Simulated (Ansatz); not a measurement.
The system is Cs3Pt.

```
CELL_PARAMETERS angstrom
5.77765 0.00000 0.00000
0.00000 5.77765 0.00000
0.00000 0.00000 5.77765
ATOMIC_POSITIONS crystal
Pt 0.50000 0.50000 0.50000
Cs 0.50000 0.00000 0.00000
Cs 0.00000 0.50000 0.00000
Cs 0.00000 0.00000 0.50000
```

The cell comes from a database or a generator and needn't be the stable form of this composition.

Base run:

```yaml
Program: Ansatz 0.2.0
Functional: PBE
Potentials_or_basis: Ansatz PAW
Cutoff: 420 eV
Density_cutoff: 1680 eV
k_mesh: 5 × 5 × 5
Occupations: fermi-dirac, width 0.05 eV
Spin: no spin polarisation
```

Its results: band gap on the k mesh none (metal or under the smearing width); pressure -0.2 GPa.

Question: The run is repeated on the same cell with these changes: functional from PBE to r2SCAN; cutoff from 420 eV to 500 eV; density cutoff from 1680 eV to 2000 eV; occupations from fermi-dirac, width 0.05 eV to methfessel-paxton, width 0.2 eV. What comes out?

Answer: Band gap on the k mesh none (metal or under the smearing width); pressure -0.8 GPa.

Caveats: the PAW data sets come from PBE, with cores solved anew for the run's functional, which leaves a small shift of forces and pressure (some runs).

Not every run made on this cell is shown here.
